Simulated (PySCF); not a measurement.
# HgP: bond curves at several levels of theory

One table from this session's results is given with a row withheld; the runs are named, their logs left out.

Method: Hg def2-TZVPP with ECP60, P def2-TZVPP, scalar-relativistic core potentials; program: PySCF 2.14.0.

Set-up of the first run:

The job is set up so:

- atoms: Hg, P
- charge: 0
- basis: Hg def2-TZVPP with ECP60, P def2-TZVPP
- Hamiltonian: scalar-relativistic core potentials
- basis functions: 101
- electrons treated: 35
- masses in u: 201.9706, 30.9738
- levels: PBE0, PBE, r²SCAN, M06-2X, PBEsol, r²SCAN0, TPSSh, LC-ωPBE, HF, MP2, SCS-MP2, CCSD, CCSD(T)
- grid: 80 radial by 434 angular points
- occupations: held fixed by the projection of orbital angular momentum
- dissociation limit: Hg + P, each in its ground configuration
- starting distance in angstrom: 2.440
- values of 2S to try: 1, 3

Command:

```
$ OMP_NUM_THREADS=2 python dia.py task.json out
```

Steps of the session up to this table: The job; PBE0 along the bond; Other states along the same grid; PBE; r²SCAN; M06-2X (hybrid meta-GGA); PBEsol (GGA); r²SCAN0 (hybrid meta-GGA); TPSSh; LC-ωPBE; UHF; Correlated methods on the Hartree–Fock reference.

One table of the session follows, with a row left open; its other results are not shown here.

It belongs to the step «Constants by level of theory». 

```
  level  Re (Å)  ωe (cm⁻¹)  De (eV)  μ (D)
    PBE   2.787      107.7    0.160  -0.27
 PBEsol   2.663      144.1    0.293  -0.22
 r²SCAN   2.706      124.3    0.168  -0.35
  TPSSh   2.828       91.8    0.098  -0.39
   PBE0   2.801       93.1    0.100  -0.32
r²SCAN0   2.730      107.0    0.109  -0.36
 M06-2X       ?          ?        ?      ?
LC-ωPBE   2.665      112.1    0.043  -0.49
```

Estimate the missing values for M06-2X.

The run gave: Re (Å): 3.020; ωe (cm⁻¹): 44.0; De (eV): 0.146; μ (D): -0.28. In the column «Re (Å)» it is the highest.

De is counted to Hg + P in their ground configurations. No constants: UHF (no minimum is bracketed among the points kept); UHF-MP2 (no minimum is bracketed among the points kept); UHF-SCS-MP2 (no minimum is bracketed among the points kept); UHF-CCSD (no minimum is bracketed among the points kept); UHF-CCSD(T) (no minimum is bracketed among the points kept).

Caveats from the session: The bond is weak, and basis-set superposition, which was not computed, may be a sizeable part of it.
